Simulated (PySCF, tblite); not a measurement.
**cyclohexyl methyl ketone (C₈H₁₄O): geometry, infrared bands and NMR shifts**

Aim: predict the infrared bands and NMR shifts of cyclohexyl methyl ketone (C₈H₁₄O) (`CC(=O)C1CCCCC1`).

Programs: tblite 0.8.0 and PySCF 2.14.0, with density-fitted response routines of our own. Each step states its level of theory. These are calculated values for one molecule in the gas phase, unless marked as measured. Atoms are numbered from 0 throughout.

### 1 Starting geometry

23 atoms, charge 0, multiplicity 1; geometry from: force field or distance geometry start.

Bonds of the start (Å): C0–C1 1.52, C1–O2 1.24, C1–C3 1.53, C3–C4 1.53, C4–C5 1.52, C5–C6 1.52, C6–C7 1.53, C7–C8 1.53, C8–C3 1.53, C0–H9 1.08, C0–H10 1.08, C0–H11 1.10, C3–H12 1.08, C4–H13 1.10, C4–H14 1.09, C5–H15 1.11, C5–H16 1.09, C6–H17 1.09, C6–H18 1.10, C7–H19 1.10, C7–H20 1.10, C8–H21 1.10, C8–H22 1.11.

### 2 Relaxing the molecule with GFN2-xTB

What the job is given:

```
{"job": {"kind": "relax", "xc": "GFN2-xTB", "basis": "xTB"}, "charge": 0, "multiplicity": 1}
C      2.718200    -1.008200    -0.059600
C      1.609500    -0.206600     0.599700
O      1.494800    -0.247800     1.836700
C      0.697200     0.626100    -0.306300
C     -0.087000    -0.261900    -1.271800
C     -1.239300    -1.010100    -0.610300
C     -2.171800    -0.049500     0.115000
C     -1.416300     0.809300     1.135800
C     -0.234900     1.535800     0.499600
H      3.180400    -0.404900    -0.833400
H      3.468400    -1.270500     0.679000
H      2.292200    -1.924100    -0.485000
H      1.369100     1.267100    -0.862600
H     -0.494800     0.378500    -2.073000
H      0.567600    -0.971400    -1.777200
H     -0.837300    -1.743400     0.113400
H     -1.795800    -1.566300    -1.360000
H     -2.671400     0.591400    -0.611900
H     -2.959500    -0.618200     0.633400
H     -1.067500     0.171500     1.959800
H     -2.113500     1.541400     1.577700
H     -0.634800     2.308200    -0.180400
H      0.321600     2.080500     1.291700
```

Run with:

```
$ OMP_NUM_THREADS=1 python probes_run.py task.json out
```

The driver reads the jobs from task.json and runs them one after another.

**Question.** This job is followed by: GFN2-xTB harmonic vibrations, gas phase; GIAO PBE0/pcSseg-1 NMR shielding, non-relativistic, gas phase. Predict these results of the whole session: strongest single infrared mode (GFN2-xTB); zero-point energy (GFN2-xTB); 13C shifts against TMS (PBE0/pcSseg-1, means over atoms taken as alike); 1H shifts against TMS (PBE0/pcSseg-1, means over atoms taken as alike); 17O shifts against H2O (PBE0/pcSseg-1).

**Answer**, as computed:

| quantity | value |
| --- | --- |
| strongest single infrared mode (GFN2-xTB) | 1768 cm⁻¹, 285 km/mol |
| zero-point energy (GFN2-xTB) | 128.4 kcal/mol |
| 13C shifts against TMS (PBE0/pcSseg-1, means over atoms taken as alike) | 215.6, 52.0, 31.1, 30.6, 30.3, 26.5 ppm |
| 1H shifts against TMS (PBE0/pcSseg-1, means over atoms taken as alike) | 2.34, 2.28, 2.19, 1.69, 1.49, 1.38, 1.34, 1.12 ppm |
| 17O shifts against H2O (PBE0/pcSseg-1) | 684.3 ppm |

What this shows: Over 78 steps the energy fell by 0.155 eV; of the close pairs, C1–O2 changed most, 1.243 to 1.205 Å. No mode is imaginary among the 63: a minimum at this level. The strongest single mode, at 1768 cm⁻¹, moves mainly C1 and O2. GFN2-xTB is a fitted tight-binding method: band positions and strengths are rough. Its intensities can rank the bands wrongly. The most deshielded carbon is C1 (ketone carbonyl carbon), at 215.6 ppm: low-lying n→π* states of the double bond to the heteroatom give a large paramagnetic term (-278 ppm). H12 (hydrogen on an sp3 CH α to a carbonyl) lies farthest downfield among hydrogen, at 2.34 ppm; α to C=O. At PBE0/pcSseg-1: The largest span, 1308 ppm, is at O2, where the paramagnetic term is -750 ppm.
